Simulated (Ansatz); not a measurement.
# LaTl: the cost of one run

Program: Ansatz 0.2.0. Level of theory: DFT PBEsol, scalar-relativistic. These are calculated values, not measurements.

## Step 1: The structure to begin with

The structure is cubic, space group Pm-3m (No. 221). Conventional cell: a = 3.936 Å, b = 3.936 Å, c = 3.936 Å, α = 90.00°, β = 90.00°, γ = 90.00°. La (site symmetry m-3m) has 8 Tl at 3.41 Å as nearest neighbours. Tl (site symmetry m-3m) is surrounded by 8 La at 3.41 Å.

As a file:

```cif
data_structure
_symmetry_space_group_name_H-M 'Pm-3m'
_symmetry_Int_Tables_number 221
_cell_length_a 3.9360
_cell_length_b 3.9360
_cell_length_c 3.9360
_cell_angle_alpha 90.000
_cell_angle_beta 90.000
_cell_angle_gamma 90.000
_cell_volume 60.98
loop_
_atom_site_label
_atom_site_type_symbol
_atom_site_symmetry_multiplicity
_atom_site_Wyckoff_symbol
_atom_site_fract_x
_atom_site_fract_y
_atom_site_fract_z
_atom_site_occupancy
La1 La 1 a 0.00000 0.00000 0.00000 1
Tl1 Tl 1 b 0.50000 0.50000 0.50000 1
```

The file gives the conventional cell by its symmetry; the runs use the cell typed in the input.

Atoms are numbered in the order of the input: La1, Tl2.

## Step 2: After the deformation

Space group Pm-3m before, P4/mmm after.

## Step 3: All-electron LAPW

input.yaml reads:

```yaml
crystal:
  lattice:
    - [3.936, 0.0, 0.0]
    - [0.0, 3.936, 0.0]
    - [0.0, 0.0, 3.89664]
  atoms:
    - { symbol: La, position: [0.0, 0.0, 0.0] }
    - { symbol: Tl, position: [0.5, 0.5, 0.5] }
kpoints:
  mp_grid: { grid: [10, 10, 10] }
  band_path:
    path:
      - [0.0, 0.0, 0.0]
      - [0.0, 0.5, 0.0]
      - [0.5, 0.5, 0.0]
      - [0.0, 0.0, 0.0]
      - [0.0, 0.0, 0.5]
      - [0.0, 0.5, 0.5]
      - [0.5, 0.5, 0.5]
      - [0.0, 0.0, 0.5]
      - [0.0, 0.5, 0.0]
    npoints: 5
scf:
  occupations: { method: fermi_dirac, width: 0.05 }
hamiltonian:
  xc: pbesol
  pseudopotentials: { kind: all_electron, lapw: { basis_error: 0.00025 } }
output:
  forces: true
  stress: true
  eigenvalues: true
```

The run is started by

```
$ ansatz run input.yaml --threads 1 --pin off --max-ram 3072MiB --backend cpu --events-out ev --progress --plain --runs-dir out
```

**Question.** How long does this run take on 1 thread of Intel Xeon 6975P-C (Granite Rapids), shared host, and how much memory does it need?

About 28 s, with a peak of 0.66 GiB.
